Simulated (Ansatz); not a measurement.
# CH7BFGaSi: the cost of one run

Program: Ansatz 0.2.0, Gaussian basis. Level of theory: functionals in def2-TZVPP, the program's frozen cores in correlated methods. These are calculated values, not measurements.

The runs, in order: PBE-D4, r2SCAN-D4, PBE0-D4, B3LYP-D4, ωB97X-V, ωB97M-V, B2PLYP; CCSD(T)/def2-TZVPP; MP2/def2-QZVPP; extrapolation to the limit.

### Step 1. Structure used throughout

All runs share one geometry, relaxed beforehand with PBE0-D4 in a triple-zeta def2 set.

12 atoms, charge 0, spin multiplicity 1.

Atoms are counted from 1 here; the program's logs count them from 0.

Bond lengths: B1–Ga2 2.068 Å, B1–H6 1.197 Å, B1–H7 1.196 Å, Ga2–C3 2.022 Å, Ga2–H8 1.572 Å, C3–Si4 1.832 Å, C3–H9 1.096 Å, C3–H10 1.093 Å, Si4–F5 1.642 Å, Si4–H11 1.484 Å, Si4–H12 1.484 Å. Angles: Ga2–B1–H6 121.1°, Ga2–B1–H7 121.5°, H6–B1–H7 117.0°, B1–Ga2–C3 110.6°, B1–Ga2–H8 134.5°, C3–Ga2–H8 114.9°, Ga2–C3–Si4 108.0°, Ga2–C3–H9 106.3°, Ga2–C3–H10 110.0°, Si4–C3–H9 112.0°, Si4–C3–H10 112.9°, H9–C3–H10 107.4°, C3–Si4–F5 107.2°, C3–Si4–H11 116.4°, C3–Si4–H12 112.8°, F5–Si4–H11 103.7°, F5–Si4–H12 105.1°, H11–Si4–H12 110.5°.

### Step 2. PBE-D4 (GGA)

The input, in.yaml:

```yaml
crystal:
  periodic: [false, false, false]
  atoms:
    - {symbol: B, position_ang: [-1.864549, -0.882013, -0.004263]}
    - {symbol: Ga, position_ang: [0.034651, -1.501220, 0.530385]}
    - {symbol: C, position_ang: [1.350638, 0.025542, 0.369614]}
    - {symbol: Si, position_ang: [0.521041, 1.397036, -0.516996]}
    - {symbol: F, position_ang: [-1.096090, 1.128931, -0.422812]}
    - {symbol: H, position_ang: [-2.273692, -1.032964, -1.119046]}
    - {symbol: H, position_ang: [-2.645053, -0.485290, 0.811140]}
    - {symbol: H, position_ang: [0.651351, -2.858048, 1.030714]}
    - {symbol: H, position_ang: [1.625150, 0.304469, 1.393028]}
    - {symbol: H, position_ang: [2.260613, -0.315449, -0.130484]}
    - {symbol: H, position_ang: [0.686449, 2.752935, 0.061804]}
    - {symbol: H, position_ang: [0.826492, 1.410872, -1.968985]}
basis:
  gaussian: {orbitals: def2-TZVPP}
hamiltonian: {xc: pbe, dispersion: d4}
output: {forces: true, orbitals: {seedname: orbitals}}
```

Command:

```bash
$ ansatz run in.yaml --threads 4 --pin off --events-out ev --progress --plain --max-ram 10444MiB
```

Q: Estimate wall time and peak memory on 4 threads of Arm Neoverse V1, shared host.

About 4.1 s, with a peak of 0.43 GiB.
